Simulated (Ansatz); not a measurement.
# Ta2O5: the cost of one run

Method: DFT PBEsol, scalar-relativistic, plane waves, PAW, in Ansatz 0.2.0.

1 further run of the same task is left out (set aside as unsound or not needed). Runs told in other sessions of the task aren't counted.

## (1) The structure to begin with

Symmetry: Pmmm, No. 47, orthorhombic system. Conventional cell: a = 3.670 Å, b = 3.859 Å, c = 6.433 Å, α = 90.00°, β = 90.00°, γ = 90.00°. Ta (site symmetry mmm) is surrounded by 6 O at 1.93 to 2.17 Å. Ta (site symmetry mmm) has 6 O at 1.83 to 2.06 Å in its first shell of neighbours. O (site symmetry mmm) is surrounded by 2 Ta at 1.93 Å. O (site symmetry mm2) has 3 Ta at 2.06 to 2.17 Å in its first shell of neighbours. O (site symmetry mmm) has 2 Ta at 1.83 Å in its first shell of neighbours.

Coordinates:

```
Ta O
1.0
     3.66999    0.00000    0.00000
     0.00000    3.85909    0.00000
     0.00000    0.00000    6.43348
Ta O
2 5
Direct
  0.50000 0.00000 0.50000
  0.00000 0.00000 0.00000
  0.50000 0.50000 0.50000
  0.00000 0.00000 0.67925
  0.00000 0.50000 0.00000
  0.50000 0.00000 0.00000
  0.00000 0.00000 0.32075
```

It goes back to an entry of the Materials Project, which need not be the stable form.

It is the result of an earlier relaxation at this level (volume 13.02 Å³/atom; gap on the mesh: 0.32 eV).

## (2) Zero of energy

The reference gives a free energy of -22422.3086 eV, pressure -0.01 GPa, largest force 0.000 eV/Å and gap on the mesh 0.32 eV. It was computed beforehand with the settings of the runs below.

## (3) Next: moving one atom along a line

Atom 1 (Ta) is moved by x along the Cartesian unit vector (-0.847, 0.000, 0.532); the cell and all other atoms stay fixed. Forces below are components along that vector, summed over the moved atoms. In a periodic cell its images move with it.

## (4) At x = -0.600 Å

The input, input.yaml:

```yaml
crystal:
  lattice:
    - [3.6699850995, 0.0, 0.0]
    - [0.0, 3.8590866788, 0.0]
    - [0.0, 0.0, 6.4334824007]
  atoms:
    - { symbol: Ta, position: [0.638422799, 0.0, 0.4503754163] }
    - { symbol: Ta, position: [0.0, 0.0, 0.0] }
    - { symbol: O, position: [0.5, 0.5, 0.5] }
    - { symbol: O, position: [0.0, 0.0, 0.6792500371] }
    - { symbol: O, position: [0.0, 0.5, 0.0] }
    - { symbol: O, position: [0.5, 0.0, 0.0] }
    - { symbol: O, position: [0.0, 0.0, 0.3207499629] }
basis:
  ecutwfc: 420
kpoints:
  mp_grid: { grid: [10, 10, 6] }
hamiltonian:
  xc: pbesol
scf:
  occupations: { method: gaussian, width: 0.03 }
output:
  forces: true
  stress: true
  eigenvalues: true
```

Launch:

```console
> ansatz run input.yaml --threads 2 --pin off --max-ram 5120MiB --backend cpu --events-out ev --progress --plain --runs-dir out
```

**Question.** How long does this run take on 2 threads of Intel Xeon 6975P-C (Granite Rapids), shared host, and how much memory does it need?

About 17 s, with a peak of 0.71 GiB.
